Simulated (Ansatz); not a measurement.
# BH4LiOSi (SMILES [Li][SiH2]OB): one structure at several levels

An exercise on one series of results from a longer session: the logs are not shown, and one member is left open.

Computed with Ansatz 0.2.0, Gaussian basis. Level: single points in def2-TZVPP.

Cores are frozen in the correlated methods. The outer core shell of Li, Na, Mg and K is correlated. B3LYP uses VWN-RPA correlation.

## Where the work starts

SMILES `[Li][SiH2]OB`, 8 atoms, charge 0, spin multiplicity 1.

Atoms are counted from 1 here; the program's logs count them from 0.

Bond lengths: Li1–Si2 2.552 Å, Si2–O3 1.883 Å, Si2–H5 1.622 Å, Si2–H6 1.706 Å, O3–B4 1.268 Å, B4–H7 1.290 Å, B4–H8 1.241 Å. Angles: Li1–Si2–O3 78.3°, Li1–Si2–H5 134.7°, Li1–Si2–H6 125.5°, O3–Si2–H5 99.9°, O3–Si2–H6 95.1°, H5–Si2–H6 99.8°, Si2–O3–B4 135.8°, O3–B4–H7 123.6°, O3–B4–H8 118.3°, H7–B4–H8 118.0°.

Geometry (Å):

| atom | x (Å) | y (Å) | z (Å) |
| --- | --- | --- | --- |
| Li1 | -2.1784 | 0.4308 | 0.0252 |
| Si2 | 0.1477 | 1.4814 | 0.0499 |
| O3 | 0.5583 | -0.3544 | -0.0433 |
| B4 | -0.1014 | -1.4371 | -0.0033 |
| H5 | 1.1814 | 1.9387 | 1.2133 |
| H6 | 1.0546 | 1.9101 | -1.3296 |
| H7 | -1.3871 | -1.4929 | -0.0860 |
| H8 | 0.5262 | -2.5067 | 0.0546 |

The first run:

Contents of run/in.yaml:

```yaml
crystal:
  periodic: [false, false, false]
  atoms:
    - {symbol: Li, position_ang: [-2.178400, 0.430800, 0.025200]}
    - {symbol: Si, position_ang: [0.147700, 1.481400, 0.049900]}
    - {symbol: O, position_ang: [0.558300, -0.354400, -0.043300]}
    - {symbol: B, position_ang: [-0.101400, -1.437100, -0.003300]}
    - {symbol: H, position_ang: [1.181400, 1.938700, 1.213300]}
    - {symbol: H, position_ang: [1.054600, 1.910100, -1.329600]}
    - {symbol: H, position_ang: [-1.387100, -1.492900, -0.086000]}
    - {symbol: H, position_ang: [0.526200, -2.506700, 0.054600]}
basis:
  gaussian: {orbitals: def2-TZVPP}
correlation: {method: ccsd_t}
output: {forces: true}
```

No record of the launch command was kept for these runs.

Steps of the session up to this table: CCSD(T)/def2-TZVPP; PBE0-D4/def2-TZVPP; wB97M-V/def2-TZVPP; r2SCAN-D4/def2-TZVPP; PBE-D4/def2-TZVPP; B3LYP-D4/def2-TZVPP; HSE06-D4/def2-TZVPP.

One of the session's tables, all rows but one given; the rest of the session is left out.

| method | RMS force component (eV/Å) | angle to CCSD(T) forces (°) | dipole (D) |
| --- | --- | --- | --- |
| CCSD(T) | 1.269 | reference | 6.76 |
| PBE0-D4 | 1.129 | 5.2 | 6.46 |
| wB97M-V | 1.184 | 5.3 | 6.72 |
| r2SCAN-D4 | ? | ? | ? |
| PBE-D4 | 1.136 | 4.5 | 6.12 |
| B3LYP-D4 | 1.124 | 4.4 | 6.51 |
| HSE06-D4 | 1.129 | 5.1 | 6.45 |

Estimate the missing values for r2SCAN-D4.

**Answer.** RMS force component (eV/Å): 1.160; angle to CCSD(T) forces (°): 2.8; dipole (D): 6.47. In the column «RMS force component (eV/Å)» it lies between PBE-D4 (1.136) and wB97M-V (1.184).
